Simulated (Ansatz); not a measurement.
Crystal: NiMoIrPdW.

```
CELL_PARAMETERS angstrom
2.77085 0.00000 0.00000
-1.38543 2.39963 0.00000
0.00000 0.00000 22.01961
ATOMIC_POSITIONS crystal
Ni 0.33333 0.66667 0.85081
Ni 0.66667 0.33333 0.14919
Mo 0.66667 0.33333 0.76059
Mo 0.33333 0.66667 0.23941
Pd 0.33333 0.66667 0.05329
Pd 0.66667 0.33333 0.94671
Ir 0.33333 0.66667 0.65827
Ir 0.66667 0.33333 0.34173
W 0.33333 0.66667 0.44418
W 0.66667 0.33333 0.55582
```

The cell was built by a generator and needn't be a form met in nature.

Base run:

```yaml
Program: Ansatz 0.2.0
Functional: PBEsol
Potentials_or_basis: Ansatz PAW
Cutoff: "420 eV (not typed: the program's choice for these potentials)"
k_mesh: 11 × 11 × 2
Occupations: fermi-dirac, width 0.05 eV
Spin: collinear spin, ferromagnetic start
Starting_moments: "[1.0, 1.0, 1.0, 1.0, 0.0, 0.0, 0.6, 0.6, 0.0, 0.0] μB"
```

Its results: band gap on the k mesh none (metal or under the smearing width); pressure -9.1 GPa; net moment 0.00 μB per cell; largest force 0.196 eV/Å.

Task: The run is repeated on the same cell with these changes: functional from PBEsol to LDA. What comes out?

Result: Band gap on the k mesh none (metal or under the smearing width); pressure -14.5 GPa; net moment 0.00 μB per cell; largest force 0.231 eV/Å.

LDA binds more tightly than PBEsol, so the same cell stands under less pressure.

Caveats: spin-orbit coupling is left out, which moves the levels of the heavy elements; the PAW data sets come from PBE, with cores solved anew for the run's functional, which leaves a small shift of forces and pressure; the starting moments weren't kept.
